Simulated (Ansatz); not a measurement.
**C2H8Ge2O: single point from an input written key by key**

Program: Ansatz 0.2.0 through its Python package. Level of theory: PBE/def2-SVP. These are calculated values, not measurements.

## 1. The structure

Bond lengths: O1–C2 1.221 Å, C2–C3 1.498 Å, C3–Ge4 1.949 Å, C3–Ge5 1.949 Å, C2–H6 1.085 Å, C3–H7 1.110 Å, Ge4–H8 1.550 Å, Ge4–H9 1.550 Å, Ge4–H10 1.550 Å, Ge5–H11 1.550 Å, Ge5–H12 1.550 Å, Ge5–H13 1.550 Å. Angles (14 of 21 angles, heavy atoms first): O1–C2–C3 120.8°, C2–C3–Ge4 110.5°, C2–C3–Ge5 110.5°, Ge4–C3–Ge5 109.5°, O1–C2–H6 119.4°, C3–C2–H6 119.7°, C2–C3–H7 109.3°, Ge4–C3–H7 108.5°, Ge5–C3–H7 108.5°, C3–Ge4–H8 109.4°, C3–Ge4–H9 109.4°, C3–Ge4–H10 109.3°, C3–Ge5–H11 109.4°, C3–Ge5–H12 109.4°.

No structure file is read: the coordinates are typed or built in the script.

## 2. Script

Contents of c2h8ge2o.py:

```python
"""C2H8Ge2O through the session interface."""

import ansatz as az

DECK = """
crystal:
  periodic: [false, false, false]
  atoms:
    - { symbol: O, position_ang: [-0.3237, 2.1467, 0.6542] }
    - { symbol: C, position_ang: [-0.7243, 1.5059, -0.3054] }
    - { symbol: C, position_ang: [-0.3392, 0.0692, -0.4842] }
    - { symbol: Ge, position_ang: [1.5953, -0.1031, -0.6434] }
    - { symbol: Ge, position_ang: [-0.965, -0.9967, 1.0222] }
    - { symbol: H, position_ang: [-1.3671, 1.9855, -1.0362] }
    - { symbol: H, position_ang: [-0.8056, -0.3232, -1.4118] }
    - { symbol: H, position_ang: [2.0887, 0.7325, -1.8518] }
    - { symbol: H, position_ang: [2.2671, 0.4128, 0.6548] }
    - { symbol: H, position_ang: [1.9616, -1.5938, -0.8574] }
    - { symbol: H, position_ang: [-0.3028, -0.4841, 2.3265] }
    - { symbol: H, position_ang: [-2.5055, -0.871, 1.1368] }
    - { symbol: H, position_ang: [-0.5796, -2.4807, 0.7957] }
basis:
  gaussian: { orbitals: def2-SVP }
hamiltonian:
  xc: pbe
accuracy: medium
scf:
  lower_state_search: standard
"""

session = az.Session.from_yaml(DECK)
data = session.plan(threads=1).execute().report

for key in ("converged", "free_energy_ev", "reference_energy_ev", "n_frozen", "n_occupied", "n_virtual"):
    print(f"{key:22s} {data[key]}")
symbols = ["O", "C", "C", "Ge", "Ge", "H", "H", "H", "H", "H", "H", "H", "H"]
state = data["mean_field"]["state"]
print(f"mean field: {state['energy']['hartree']:.7f} Ha, <S^2> = {abs(state['spin_squared']):.4f}, stability: {state.get('stability', {}).get('kind')}")
```

## 3. Launch

Launch:

```
> python c2h8ge2o.py
```

**Question.** How long does this script take on 1 thread of Arm Neoverse V2, shared host, and how much memory does it need?

About 4.9 s, with a peak of 0.25 GiB.
